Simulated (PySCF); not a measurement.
# AsB2H5: the cost of one run

Computed with PySCF 2.14.0, with density-fitted response routines of our own, on a single molecule in the gas phase. Atoms count from 0, in the outputs and in this text.

## Step 1: The molecule as given

8 atoms, charge 0, multiplicity 1; geometry from: GFN2-xTB. The atoms were then displaced at random by about 0.01 Å, so the start is not that level's minimum.

Bonds of the start (Å): B0–B1 1.56, B1–As2 2.01, B0–H3 1.19, B0–H4 1.19, B1–H5 1.17, As2–H6 1.50, As2–H7 1.51.

## Step 2: Geometry optimisation at PBE0-D3(BJ)/def2-SVP

The job: settings as JSON, then the geometry in Å.

```
{"job": {"xc": "PBE0", "basis": "def2-SVP", "d3": "d3bj", "grid": 1, "shake": 0.01, "kind": "geom"}, "charge": 0, "multiplicity": 1}
B     -1.205120     0.320760    -0.471770
B     -0.260240    -0.773860     0.114550
As     1.688380    -0.266330     0.083290
H     -1.351630     0.498490    -1.636270
H     -1.729430     1.170710     0.178930
H     -0.460380    -1.844600     0.530160
H      1.534290     1.226330     0.192570
H      1.839260    -0.350650     1.586860
```

Launch:

```
OMP_NUM_THREADS=1 python probes_run.py task.json out
```

One launch serves the whole session: the jobs run in the order shown.

Q: Estimate the wall time and peak memory of this first job on 1 thread of Arm Neoverse V1, shared host.

About 18 s, with a peak of 0.36 GiB.
